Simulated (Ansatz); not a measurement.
**Si2NH5F (SMILES N[Si](F)[SiH3]): USVWN5/def2-SVP**

What is the vertical doublet–quartet gap of Si2NH5F at USVWN5/def2-SVP? 

The calculation is run with Ansatz 0.2.0.

65 further runs of the same task are left out: 65 set aside as unsound or not needed.

**1. The structure to begin with**

The species is Si2NH5F (9 atoms), meant as a doublet with charge 0. SMILES: `N[Si](F)[SiH3]`. Geometry: relaxed at PBE0-D4/def2-TZVP. This is one conformer, not always the lowest.

Bond lengths: N1–Si2 1.703 Å, Si2–F3 1.616 Å, Si2–Si4 2.346 Å, N1–H5 1.007 Å, N1–H6 1.008 Å, Si4–H7 1.485 Å, Si4–H8 1.492 Å, Si4–H9 1.486 Å. Some angles: N1–Si2–F3 112.7°, N1–Si2–Si4 109.4°, F3–Si2–Si4 108.8°, Si2–N1–H5 122.8°, Si2–N1–H6 123.0°, Si2–Si4–H7 109.3°, Si2–Si4–H8 112.4°, Si2–Si4–H9 108.4°, H5–N1–H6 112.1°, H7–Si4–H8 108.9°.

**2. The energy at USVWN5/def2-SVP**

run.yaml reads:

```yaml
crystal:
  periodic: [false, false, false]
  atoms:
    - {symbol: N, position_ang: [-0.977000, 1.372900, -0.683600]}
    - {symbol: Si, position_ang: [-0.847900, -0.322400, -0.578100]}
    - {symbol: F, position_ang: [-0.495500, -1.010700, -1.997200]}
    - {symbol: Si, position_ang: [0.823900, -0.883000, 0.969100]}
    - {symbol: H, position_ang: [-1.742300, 1.833700, -1.147400]}
    - {symbol: H, position_ang: [-0.198200, 1.993200, -0.528800]}
    - {symbol: H, position_ang: [1.132000, -2.331800, 0.856500]}
    - {symbol: H, position_ang: [2.078500, -0.103500, 0.756900]}
    - {symbol: H, position_ang: [0.315000, -0.594800, 2.335600]}
basis:
  gaussian:
    orbitals: def2-SVP
hamiltonian:
  xc: {name: SVWN5}
output:
  orbitals: {seedname: orbitals}
accuracy: high
magnetization:
  spin_polarized: true
  initial_magnetization: 1
```

Command:

```
ansatz run run.yaml --threads 1 --pin off --max-ram 3480MiB --events-out events.jsonl --progress --plain --runs-dir runs
```

The log of the run:

```text
Warning: RAYON_NUM_THREADS=1 ignored (pool sized by the plan → 1); use --threads N
Functional definition: SVWN5
  name "SVWN5"
  exchange = slater_x
  correlation = vwn5_c
1921 factors; integrals over basis functions are off by at most 3.4e-9 eV
mean field evaluation 1: about -19933.7767 eV, gradient 4.8e1 eV
mean field evaluation 2: about -19890.8600 eV, gradient 9.2e1 eV
mean field evaluation 4: about -19942.3378 eV, gradient 1.1e1 eV
mean field evaluation 8: about -19942.7365 eV, gradient 1.7e-1 eV
mean field evaluation 16: about -19942.7367 eV, gradient 5.4e-5 eV
mean field -19942.73665166 eV, -732.8820542762 hartree, gradient 6.4e-8 eV, S^2 0.751023; 0 other end points of the search recorded, 0 dependent functions left out
reference -19942.73665510 eV, -732.8820544025 hartree; 25, 24 occupied and 64, 65 virtual orbitals, 1921 factors
Total energy: -19942.73665510 eV, -732.8820544025 hartree
```

Run time: 5.1 s. Hardware: 1 thread of Arm Neoverse V2, shared host; peak memory 0.25 GiB.

**3. The quartet at the same level**

input.yaml reads:

```yaml
basis:
  gaussian: {orbitals: def2-SVP}
crystal:
  periodic: [false, false, false]
  atoms:
    - {symbol: N, position_ang: [-0.977000, 1.372900, -0.683600]}
    - {symbol: Si, position_ang: [-0.847900, -0.322400, -0.578100]}
    - {symbol: F, position_ang: [-0.495500, -1.010700, -1.997200]}
    - {symbol: Si, position_ang: [0.823900, -0.883000, 0.969100]}
    - {symbol: H, position_ang: [-1.742300, 1.833700, -1.147400]}
    - {symbol: H, position_ang: [-0.198200, 1.993200, -0.528800]}
    - {symbol: H, position_ang: [1.132000, -2.331800, 0.856500]}
    - {symbol: H, position_ang: [2.078500, -0.103500, 0.756900]}
    - {symbol: H, position_ang: [0.315000, -0.594800, 2.335600]}
magnetization: {spin_polarized: true, initial_magnetization: 3}
hamiltonian: {xc: {name: SVWN5}}
accuracy: high
output: {orbitals: {seedname: orbitals}}
```

Command:

```
ansatz run input.yaml --threads 1 --pin off --max-ram 3480MiB --events-out events.jsonl --progress --plain --runs-dir runs
```

The log of the run:

```text
Warning: RAYON_NUM_THREADS=1 ignored (pool sized by the plan → 1); use --threads N
Functional definition: SVWN5
  name "SVWN5"
  exchange = slater_x
  correlation = vwn5_c
1922 factors; integrals over basis functions are off by at most 3.4e-9 eV
mean field evaluation 1: about -19927.1877 eV, gradient 4.7e1 eV
mean field evaluation 2: about -19879.2809 eV, gradient 9.5e1 eV
mean field evaluation 4: about -19928.7810 eV, gradient 2.9e1 eV
mean field evaluation 8: about -19936.4993 eV, gradient 1.3e0 eV
mean field evaluation 16: about -19936.5089 eV, gradient 5.3e-3 eV
mean field evaluation 32: about -19936.0382 eV, gradient 4.9e0 eV
mean field evaluation 64: about -19935.3262 eV, gradient 3.7e0 eV
mean field evaluation 96: about -19936.4430 eV, gradient 2.4e0 eV
mean field -19936.50890026 eV, -732.6531886335 hartree, gradient 3.9e-8 eV, S^2 3.752118; 8 other end points of the search recorded, 0 dependent functions left out
reference -19936.50890367 eV, -732.6531887586 hartree; 26, 23 occupied and 63, 66 virtual orbitals, 1922 factors
Total energy: -19936.50890367 eV, -732.6531887586 hartree
```

Wall time 12 s (1 thread of Arm Neoverse V2, shared host); peak memory 0.26 GiB.

**4. Results**

Level: USVWN5/def2-SVP.

| quantity | value |
| --- | --- |
| doublet: total energy | -732.88205 Eh |
| doublet: HOMO energy (highest over α and β) | -4.49 eV |
| doublet: LUMO energy (lowest over α and β) | -3.35 eV |
| doublet: ⟨S²⟩ | 0.751 |
| quartet: total energy | -732.65319 Eh |
| quartet: HOMO energy (highest over α and β) | -1.31 eV |
| quartet: ⟨S²⟩ | 3.752 |
| vertical energy of the quartet above the doublet | 6.228 eV |

What this shows: At this shape the quartet lies 6.23 eV (144 kcal/mol) above the doublet.
